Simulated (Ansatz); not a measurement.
Below is the output of a Python script on Ansatz 0.2.0 through its Python package that makes harmonic frequencies at the relaxed geometry of C₂H₆BCl, SMILES CB(C)Cl. Write a script that gives it. Settings (for the species named): CAM-B3LYP, 6-31G* basis, multiplicity 1.

```xyz
10

C    -0.2644    1.0923   -0.7394
B    -0.3271   -0.3813   -0.2743
C     0.5256   -0.8362    0.9519
Cl   -1.2899   -1.6071   -1.1628
H     0.7205    1.4204   -1.0570
H    -0.6617    1.8046    0.0751
H    -0.9588    1.2668   -1.6204
H    -0.0636   -1.2383    1.7466
H     1.2813   -1.5995    0.6801
H     1.1213    0.0273    1.4031
```

```console
$ python freq_c2h6bcl.py
pair        before    after (A)
C0-B1        1.5465   1.5623
C0-H4        1.0856   1.0981
C0-H5        1.1527   1.0982
C0-H6        1.1353   1.0915
B1-C2        1.5613   1.5651
B1-Cl3       1.7942   1.7809
C2-H7        1.0679   1.0967
C2-H8        1.1080   1.0967
C2-H9        1.1420   1.0935
RunWarning: phonons: modes at or below zero, which the zero-point energy, F, S and C_V leave out: 1, the lowest at -48.14 cm⁻¹. A minimum has none, and a first-order saddle one
frequencies (1/cm): -48 69 292 310 378 591 729 836 861 957 1119 1183 1381 1394 1497 1501 1501 1504 3058 3068 3111 3128 3156 3176
imaginary modes: 1  zero-point energy: 2.1574 eV
T (K)   F_vib (eV)   S_vib (meV/K)   C_vib (meV/K)
 100.0      2.1531        0.1052          0.1361
 200.0      2.1353        0.2527          0.3097
 300.0      2.1022        0.4122          0.4905
 400.0      2.0527        0.5781          0.6696
 500.0      1.9865        0.7452          0.8294
deuterated (1/cm): -35 49 248 279 313 544 552 666 697 837 972 995 1065 1074 1085 1085 1163 1269 2204 2209 2297 2311 2338 2352
zero-point energy falls by 0.508 eV
```
(Warnings from the package without file and line, repeats left out.)

The script that was run (others could print the same):

The script, `freq_c2h6bcl.py`:
```python
'''Harmonic frequencies of C2H6BCl at its relaxed geometry.'''

import itertools

import ansatz as az
from ase.data import atomic_numbers, covalent_radii
import numpy as np


def main() -> None:
    geometry_ang = [
        ('C', (-0.2644, 1.0923, -0.7394)),
        ('B', (-0.3271, -0.3813, -0.2743)),
        ('C', (0.5256, -0.8362, 0.9519)),
        ('Cl', (-1.2899, -1.6071, -1.1628)),
        ('H', (0.7205, 1.4204, -1.057)),
        ('H', (-0.6617, 1.8046, 0.0751)),
        ('H', (-0.9588, 1.2668, -1.6204)),
        ('H', (-0.0636, -1.2383, 1.7466)),
        ('H', (1.2813, -1.5995, 0.6801)),
        ('H', (1.1213, 0.0273, 1.4031)),
    ]
    molecule = az.Crystal.molecule()
    for symbol, xyz in geometry_ang:
        molecule = molecule.atom(symbol, xyz)

    setup = (
        molecule.calculation()
        .basis(gaussian='6-31G*')
        .functional('CAM-B3LYP')
    )
    symbols = [site.symbol for site in molecule.cartesian_sites]
    start = np.array([site.position_ang for site in molecule.cartesian_sites], dtype=float)
    rep = setup.relax(force_tolerance=0.003, max_steps=100).run(threads=1, pin='off').report
    end = np.array(rep['positions_ang'])

    # pairs closer than 1.2 times the sum of covalent radii, before or after
    radius = [covalent_radii[atomic_numbers[s]] for s in symbols]
    span = lambda where, i, j: np.linalg.norm(where[i] - where[j])
    bonded = [(i, j) for i, j in itertools.combinations(range(len(symbols)), 2) if min(span(start, i, j), span(end, i, j)) < 1.2 * (radius[i] + radius[j])]
    print('pair        before    after (A)')
    for i, j in bonded:
        print(f'{symbols[i]}{i}-{symbols[j]}{j}'.ljust(10), f'{span(start, i, j):8.4f} {span(end, i, j):8.4f}')

    # frequencies need a stationary point, so they are taken at the relaxed geometry
    minimum = az.Crystal.molecule()
    for symbol, place in zip(symbols, end):
        minimum = minimum.atom(symbol, place.tolist())
    vibrating = (
        minimum.calculation()
        .basis(gaussian='6-31G*')
        .functional('CAM-B3LYP')
        .phonons(temperatures=(100, 500, 100))
    )
    vib = vibrating.run(threads=1, pin='off').report['vibrations']
    sums = vib['harmonic_sums']
    modes = [m['omega_inv_cm'] for m in sums['modes_at_gamma'] if m['rigid_motion'] == 'no']
    print('frequencies (1/cm):', ' '.join(f'{w:.0f}' for w in modes))
    print('imaginary modes:', sum(w < 0 for w in modes), ' zero-point energy:', round(sums['zero_point_energy_ev'], 4), 'eV')
    print('T (K)   F_vib (eV)   S_vib (meV/K)   C_vib (meV/K)')
    for row in zip(sums['temperatures_k'], sums['vibrational_free_energy_ev'], vib['entropy_ev_per_k'], vib['heat_capacity_ev_per_k']):
        print(f'{row[0]:6.1f} {row[1]:11.4f} {1000 * row[2]:13.4f} {1000 * row[3]:15.4f}')

    # all hydrogen replaced by deuterium
    heavier = vibrating.phonons(masses={'H': 2.014102}).run(threads=1, pin='off').report['vibrations']['harmonic_sums']
    print('deuterated (1/cm):', ' '.join(f'{m["omega_inv_cm"]:.0f}' for m in heavier['modes_at_gamma'] if m['rigid_motion'] == 'no'))
    print('zero-point energy falls by', round(sums['zero_point_energy_ev'] - heavier['zero_point_energy_ev'], 4), 'eV')


if __name__ == '__main__':
    main()
```

What to keep in mind:
- The frequencies are harmonic and unscaled, in a modest basis.
- The result belongs to the one conformer reached from this start, and soft torsions count as harmonic oscillators.
- Run time: 4.7 min on 1 thread of Arm Neoverse V2 (shared host), peak memory 0.25 GiB.
